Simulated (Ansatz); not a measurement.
# RuTe: the cost of one run

Program: Ansatz 0.2.0. Level of theory: DFT LDA+U (U_eff = 6 eV on Ru d), plane waves, PAW. These are calculated values, not measurements.

1 further run of the same task is left out (it didn't finish). Runs told in other sessions of the task aren't counted.

## (1) Starting point

It takes space group F-43m (No. 216, cubic). The conventional cell has a = 6.228 Å, b = 6.228 Å, c = 6.228 Å, α = 90.00°, β = 90.00°, γ = 90.00°. Ru (site symmetry -43m) is surrounded by 4 Te at 2.70 Å. Te (site symmetry -43m) has 4 Ru at 2.70 Å in its first shell of neighbours.

Structure file:

```xyz
2
Lattice="0.0000 3.1139 3.1139 3.1139 0.0000 3.1139 3.1139 3.1139 0.0000" Properties=species:S:1:pos:R:3 pbc="T T T"
Ru    0.0000    0.0000    0.0000
Te    1.5570    1.5570    1.5570
```

## (2) Ferromagnetic start, free, symmetry kept, no search

The input, input.yaml:

```yaml
crystal:
  lattice:
    - [0.0, 3.11392972, 3.11392972]
    - [3.11392972, 0.0, 3.11392972]
    - [3.11392972, 3.11392972, 0.0]
  atoms:
    - { symbol: Ru, position: [0.0, 0.0, 0.0], spin: 4.0 }
    - { symbol: Te, position: [0.25, 0.25, 0.25] }
basis:
  ecutwfc: 420
  ecutrho_ratio: 4
kpoints:
  mp_grid: { grid: [5, 5, 5] }
hamiltonian:
  xc: lda
  hubbard: { sites: [{ site: 0, l: d, u_eff: 6.0 }] }
scf:
  occupations: { method: gaussian, width: 0.05 }
  lower_state_search: "off"
  max_iter: 150
output:
  forces: true
  stress: true
  eigenvalues: true
  populations: true
  hubbard: { sites: [{ site: 0, l: d }] }
magnetization:
  spin_polarized: true
```

On the command line:

```bash
ansatz run input.yaml --threads 2 --pin off --max-ram 3072MiB --backend cpu --events-out ev --progress --plain --runs-dir out
```

**Question.** How long does this run take on 2 threads of AMD EPYC 9R45 (Zen 5), shared host, and how much memory does it need?

About 3.5 s, with a peak of 0.44 GiB.
